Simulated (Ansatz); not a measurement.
# Molecular dynamics of Li$_{4}$Ni$_{3}$Sn$_{5}$O$_{16}$

The input (input.yaml):

```yaml
crystal:
  lattice:
    - [6.110678, 0.0, 0.0]
    - [3.032743, 5.375119, 0.0]
    - [0.011487, 0.140731, 9.907486]
  atoms:
    - { symbol: Li, position: [0.33274, 0.325375, 0.107689] }
    - { symbol: Li, position: [0.022288, 0.018183, 0.012095] }
    - { symbol: Li, position: [0.010703, 0.009275, 0.502354] }
    - { symbol: Li, position: [0.663719, 0.670356, 0.595865] }
    - { symbol: Ni, position: [0.168954, 0.170238, 0.783955], spin: 0.8 }
    - { symbol: Ni, position: [0.339032, 0.828844, 0.287418], spin: 0.8 }
    - { symbol: Ni, position: [0.827787, 0.339906, 0.284802], spin: 0.8 }
    - { symbol: Sn, position: [0.166387, 0.660213, 0.784789] }
    - { symbol: Sn, position: [0.326691, 0.331094, 0.505457] }
    - { symbol: Sn, position: [0.660334, 0.168524, 0.78624] }
    - { symbol: Sn, position: [0.829372, 0.831683, 0.285729] }
    - { symbol: Sn, position: [0.657133, 0.657168, 0.014368] }
    - { symbol: O, position: [0.159186, 0.680039, 0.406] }
    - { symbol: O, position: [0.484993, 0.485692, 0.654605] }
    - { symbol: O, position: [0.332751, 0.333019, 0.899827] }
    - { symbol: O, position: [0.999563, 0.001298, 0.687594] }
    - { symbol: O, position: [0.022893, 0.989891, 0.19493] }
    - { symbol: O, position: [0.679583, 0.169033, 0.40021] }
    - { symbol: O, position: [0.03047, 0.486686, 0.654074] }
    - { symbol: O, position: [0.485836, 0.034675, 0.65321] }
    - { symbol: O, position: [0.838, 0.835, 0.908947] }
    - { symbol: O, position: [0.157882, 0.167396, 0.395061] }
    - { symbol: O, position: [0.517349, 0.961383, 0.155281] }
    - { symbol: O, position: [0.962152, 0.50472, 0.162548] }
    - { symbol: O, position: [0.644741, 0.67602, 0.390713] }
    - { symbol: O, position: [0.325189, 0.831621, 0.904026] }
    - { symbol: O, position: [0.520608, 0.508107, 0.168795] }
    - { symbol: O, position: [0.833369, 0.324858, 0.905578] }
magnetization:
  spin_polarized: true
basis:
  ecutwfc: 420.0
kpoints:
  mp_grid: { grid: [2, 2, 1] }
hamiltonian:
  xc: pbesol
scf:
  occupations: { method: fermi_dirac, width: 0.05 }
  lower_state_search: "off"
md:
  timestep: 1
  n_steps: 30
  ensemble: nvt_nose_hoover
  temperature: 900.0
  initial_velocities: maxwell_boltzmann
  seed: 429081
  nose_hoover: { tau: 100.0, chain_length: 3 }
```

Launched with:

```bash
$ ansatz run input.yaml --threads 2 --pin off --max-ram 5120MiB --backend cpu --events-out ev --progress --plain --runs-dir out
```

It starts from an unrelaxed structure (largest force component 0.70 eV/Å).

Output, in part (step lines):

```
md step     0: t =     0.00 fs  T =   900.0 K  F+E_penalty+E_count = -56951.56940695 eV  E_kin = 3.141018 eV  conserved = -56948.42838898 eV  (29 SCF iters)
md step     1: t =     1.00 fs  T =   898.4 K  F+E_penalty+E_count = -56951.56381367 eV  E_kin = 3.135397 eV  conserved = -56948.42841699 eV  (15 SCF iters)
md step     2: t =     2.00 fs  T =   889.0 K  F+E_penalty+E_count = -56951.53105405 eV  E_kin = 3.102656 eV  conserved = -56948.42839996 eV  (15 SCF iters)
md step     3: t =     3.00 fs  T =   872.0 K  F+E_penalty+E_count = -56951.47152265 eV  E_kin = 3.043198 eV  conserved = -56948.42833684 eV  (16 SCF iters)
md step     4: t =     4.00 fs  T =   847.6 K  F+E_penalty+E_count = -56951.38636345 eV  E_kin = 2.958177 eV  conserved = -56948.42822807 eV  (15 SCF iters)
md step     5: t =     5.00 fs  T =   816.5 K  F+E_penalty+E_count = -56951.27746088 eV  E_kin = 2.849489 eV  conserved = -56948.42807583 eV  (16 SCF iters)
md step     6: t =     6.00 fs  T =   779.3 K  F+E_penalty+E_count = -56951.14741104 eV  E_kin = 2.719744 eV  conserved = -56948.42788276 eV  (16 SCF iters)
md step     7: t =     7.00 fs  T =   737.0 K  F+E_penalty+E_count = -56950.99947189 eV  E_kin = 2.572212 eV  conserved = -56948.42765293 eV  (16 SCF iters)
md step     8: t =     8.00 fs  T =   690.8 K  F+E_penalty+E_count = -56950.83749124 eV  E_kin = 2.410750 eV  conserved = -56948.42739177 eV  (16 SCF iters)
md step     9: t =     9.00 fs  T =   641.7 K  F+E_penalty+E_count = -56950.66581106 eV  E_kin = 2.239703 eV  conserved = -56948.42710669 eV  (16 SCF iters)
md step    10: t =    10.00 fs  T =   591.3 K  F+E_penalty+E_count = -56950.48914734 eV  E_kin = 2.063786 eV  conserved = -56948.42680634 eV  (16 SCF iters)
md step    11: t =    11.00 fs  T =   541.0 K  F+E_penalty+E_count = -56950.31244486 eV  E_kin = 1.887935 eV  conserved = -56948.42649989 eV  (13 SCF iters)
md step    12: t =    12.00 fs  T =   492.0 K  F+E_penalty+E_count = -56950.14070885 eV  E_kin = 1.717141 eV  conserved = -56948.42619982 eV  (12 SCF iters)
md step    13: t =    13.00 fs  T =   445.9 K  F+E_penalty+E_count = -56949.97881789 eV  E_kin = 1.556264 eV  conserved = -56948.42591662 eV  (11 SCF iters)
md step    14: t =    14.00 fs  T =   404.0 K  F+E_penalty+E_count = -56949.83132566 eV  E_kin = 1.409839 eV  conserved = -56948.42566237 eV  (11 SCF iters)
md step    15: t =    15.00 fs  T =   367.3 K  F+E_penalty+E_count = -56949.70226332 eV  E_kin = 1.281874 eV  conserved = -56948.42545190 eV  (11 SCF iters)
md step    16: t =    16.00 fs  T =   336.9 K  F+E_penalty+E_count = -56949.59495336 eV  E_kin = 1.175677 eV  conserved = -56948.42529520 eV  (11 SCF iters)
md step    17: t =    17.00 fs  T =   313.4 K  F+E_penalty+E_count = -56949.51184937 eV  E_kin = 1.093693 eV  conserved = -56948.42520166 eV  (13 SCF iters)
md step    18: t =    18.00 fs  T =   297.2 K  F+E_penalty+E_count = -56949.45441364 eV  E_kin = 1.037388 eV  conserved = -56948.42517511 eV  (11 SCF iters)
md step    19: t =    19.00 fs  T =   288.6 K  F+E_penalty+E_count = -56949.42304253 eV  E_kin = 1.007175 eV  conserved = -56948.42521585 eV  (11 SCF iters)
md step    20: t =    20.00 fs  T =   287.2 K  F+E_penalty+E_count = -56949.41704699 eV  E_kin = 1.002391 eV  conserved = -56948.42532267 eV  (11 SCF iters)
md step    21: t =    21.00 fs  T =   292.6 K  F+E_penalty+E_count = -56949.43469147 eV  E_kin = 1.021336 eV  conserved = -56948.42548932 eV  (11 SCF iters)
md step    22: t =    22.00 fs  T =   304.1 K  F+E_penalty+E_count = -56949.47328985 eV  E_kin = 1.061371 eV  conserved = -56948.42570636 eV  (11 SCF iters)
md step    23: t =    23.00 fs  T =   320.6 K  F+E_penalty+E_count = -56949.52935339 eV  E_kin = 1.119059 eV  conserved = -56948.42596159 eV  (11 SCF iters)
md step    24: t =    24.00 fs  T =   341.1 K  F+E_penalty+E_count = -56949.59878138 eV  E_kin = 1.190351 eV  conserved = -56948.42624073 eV  (11 SCF iters)
md step    25: t =    25.00 fs  T =   364.1 K  F+E_penalty+E_count = -56949.67708233 eV  E_kin = 1.270806 eV  conserved = -56948.42652877 eV  (11 SCF iters)
md step    26: t =    26.00 fs  T =   388.5 K  F+E_penalty+E_count = -56949.75961118 eV  E_kin = 1.355822 eV  conserved = -56948.42681027 eV  (11 SCF iters)
md step    27: t =    27.00 fs  T =   412.9 K  F+E_penalty+E_count = -56949.84180906 eV  E_kin = 1.440871 eV  conserved = -56948.42707214 eV  (17 SCF iters)
md step    28: t =    28.00 fs  T =   436.0 K  F+E_penalty+E_count = -56949.91943142 eV  E_kin = 1.521729 eV  conserved = -56948.42730112 eV  (15 SCF iters)
md step    29: t =    29.00 fs  T =   456.9 K  F+E_penalty+E_count = -56949.98875549 eV  E_kin = 1.594682 eV  conserved = -56948.42748511 eV  (16 SCF iters)
md step    30: t =    30.00 fs  T =   474.7 K  F+E_penalty+E_count = -56950.04675531 eV  E_kin = 1.656698 eV  conserved = -56948.42761627 eV  (17 SCF iters)
```

All steps were run. The conserved energy stayed within 0.11 meV per atom of its start (net change 0.028 meV per atom), so the integration is sound. The mean temperature of the second half is 61 % below the set value. A run of 0.03 ps of so small a system gives no equilibrium averages. No Hubbard correction was used and the magnetic state wasn't searched. Limits of this set-up: coarse k mesh.

Mean squared displacements from the first frame to the last, about the centre of mass: Li 0.05 Å², Ni 0.02 Å², Sn 0.01 Å², O 0.02 Å².

Last frame:

```xyz
28
Lattice="6.1107 0.0000 0.0000 3.0327 5.3751 0.0000 0.0115 0.1407 9.9075" Properties=species:S:1:pos:R:3
Li 3.053 1.573 0.904
Li 0.352 0.267 0.183
Li 0.115 0.015 4.986
Li 5.996 3.915 5.774
Ni 1.471 0.926 7.855
Ni 4.560 4.554 2.818
Ni 6.117 2.024 2.916
Sn 3.055 3.562 7.777
Sn 3.115 1.915 5.088
Sn 4.535 0.932 7.711
Sn 7.507 4.521 2.788
Sn 5.999 3.605 0.124
O 2.950 3.688 4.029
O 4.519 2.699 6.399
O 3.193 1.900 8.887
O 6.185 0.103 6.856
O 3.090 5.451 1.977
O 4.735 0.958 3.967
O 1.760 2.524 6.591
O 3.051 0.349 6.542
O 7.642 4.529 8.846
O 1.622 0.678 3.934
O 6.029 5.157 1.453
O 7.323 2.736 1.703
O 5.960 3.708 3.798
O 4.555 4.625 8.845
O 4.703 2.912 1.773
O 6.005 1.935 8.991
```

Run time: 9.3 min on 2 threads of Arm Neoverse V2, on a shared host, peak memory 1 GiB.
